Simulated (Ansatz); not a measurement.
# SiHBrF2 (SMILES F[SiH](F)Br) at HF/STO-3G

Aim: the electronic atomisation energy of SiHBrF2 at HF/STO-3G, from 5 runs. 

The results are computed with Ansatz 0.2.0.

36 further runs of the same task are left out: 36 set aside as unsound or not needed. Runs told in other sessions of the task aren't counted.

## Step 1: Starting point

The species is SiHBrF2 (5 atoms), meant as a singlet with charge 0. As SMILES, `F[SiH](F)Br`. The shape is that of a PBE0-D4/def2-TZVP optimisation.

Bond lengths: F1–Si2 1.578 Å, Si2–F3 1.578 Å, Si2–Br4 2.183 Å, Si2–H5 1.466 Å. Angles: F1–Si2–F3 107.6°, F1–Si2–Br4 109.1°, F3–Si2–Br4 109.1°, F1–Si2–H5 109.7°, F3–Si2–H5 109.7°, Br4–Si2–H5 111.6°.

## Step 2: A single-point energy at HF/STO-3G

job.yaml reads:

```yaml
basis:
  gaussian:
    orbitals: STO-3G
crystal:
  periodic: [false, false, false]
  atoms:
    - {symbol: F, position_ang: [-0.224900, -0.396300, 1.531900]}
    - {symbol: Si, position_ang: [0.124200, 0.002500, 0.045800]}
    - {symbol: F, position_ang: [0.210200, 1.576700, -0.017200]}
    - {symbol: Br, position_ang: [-1.476800, -0.678900, -1.271900]}
    - {symbol: H, position_ang: [1.417200, -0.577700, -0.330000]}
accuracy: high
output: {orbitals: {seedname: orbitals}}
hamiltonian:
  xc: hf
```

Command:

```
$ ansatz run job.yaml --threads 1 --pin off --max-ram 2610MiB --events-out events.jsonl --progress --plain --runs-dir runs
```

The program printed:

```text
Warning: RAYON_NUM_THREADS=1 ignored (pool sized by the plan → 1); use --threads N
Functional definition: HF
  name "HF"
  exchange = exact_x
  correlation = 0
637 factors; integrals over basis functions are off by at most 3.5e-8 eV
mean field evaluation 1: about -82366.1576 eV, gradient 2.6e1 eV
mean field evaluation 2: about -82366.2184 eV, gradient 2.6e1 eV
mean field evaluation 4: about -82369.2659 eV, gradient 1.3e0 eV
mean field evaluation 8: about -82369.2764 eV, gradient 5.0e-6 eV
mean field -82369.27641573 eV, -3027.0150763774 hartree, gradient 2.7e-8 eV, S^2 0.000000; 0 other end points of the search recorded, 0 dependent functions left out
reference -82369.27641573 eV, -3027.0150763774 hartree; 34, 34 occupied and 4, 4 virtual orbitals, 637 factors
Total energy: -82369.27641573 eV, -3027.0150763774 hartree
```

It took 0.44 s on 1 thread of Arm Neoverse V1, shared host.

## Step 3: The Br atom at the same level

run.yaml reads:

```yaml
crystal:
  periodic: [false, false, false]
  atoms:
    - {symbol: Br, position_ang: [0.000000, 0.000000, 0.000000]}
basis:
  gaussian:
    orbitals: STO-3G
magnetization:
  spin_polarized: true
  initial_magnetization: 1
hamiltonian:
  xc: hf
accuracy: high
```

Run the same way, it converges to -2544.63678 Eh (log not shown).

## Step 4: The F atom at the same level

job.yaml reads:

```yaml
crystal:
  periodic: [false, false, false]
  atoms:
    - symbol: F
      position_ang: [0.000000, 0.000000, 0.000000]
basis:
  gaussian: {orbitals: STO-3G}
magnetization: {spin_polarized: true, initial_magnetization: 1}
hamiltonian: {xc: hf}
accuracy: high
```

Run the same way, it converges to -97.98651 Eh (log not shown).

## Step 5: The H atom at the same level

input.yaml reads:

```yaml
crystal:
  periodic: [false, false, false]
  atoms:
    - {symbol: H, position_ang: [0.000000, 0.000000, 0.000000]}
basis:
  gaussian:
    orbitals: STO-3G
magnetization:
  spin_polarized: true
  initial_magnetization: 1
hamiltonian:
  xc: hf
accuracy: high
```

Run the same way, it converges to -0.46658 Eh (log not shown).

## Step 6: The Si atom

input.yaml reads:

```yaml
crystal:
  periodic: [false, false, false]
  atoms:
    - {symbol: Si, position_ang: [0.000000, 0.000000, 0.000000]}
basis:
  gaussian:
    orbitals: STO-3G
magnetization:
  spin_polarized: true
  initial_magnetization: 2
hamiltonian:
  xc: hf
accuracy: high
```

Run the same way, it converges to -285.46622 Eh (log not shown).

## Step 7: Summary of results

Level: HF/STO-3G.

| quantity | value |
| --- | --- |
| molecule: total energy | -3027.01508 Eh |
| molecule: HOMO energy | -8.93 eV |
| molecule: LUMO energy | 9.19 eV |
| molecule: HOMO–LUMO gap | 18.12 eV |
| Br atom: total energy | -2544.63678 Eh |
| Br atom: ⟨S²⟩ | 0.750 |
| F atom: total energy | -97.98651 Eh |
| F atom: ⟨S²⟩ | 0.750 |
| H atom: total energy | -0.46658 Eh |
| H atom: ⟨S²⟩ | 0.750 |
| Si atom: total energy | -285.46622 Eh |
| Si atom: ⟨S²⟩ | 2.000 |
| electronic atomisation energy | 12.857 eV |

In words: Taking the molecule apart into free atoms costs 12.86 eV (1241 kJ/mol), before zero-point energy and without spin-orbit coupling. Hartree–Fock lacks the correlation of the bonding pairs, which as a rule makes this value much too low; in minimal bases other errors can mask that. In a minimal basis such a difference can be off by several eV, whatever the method.
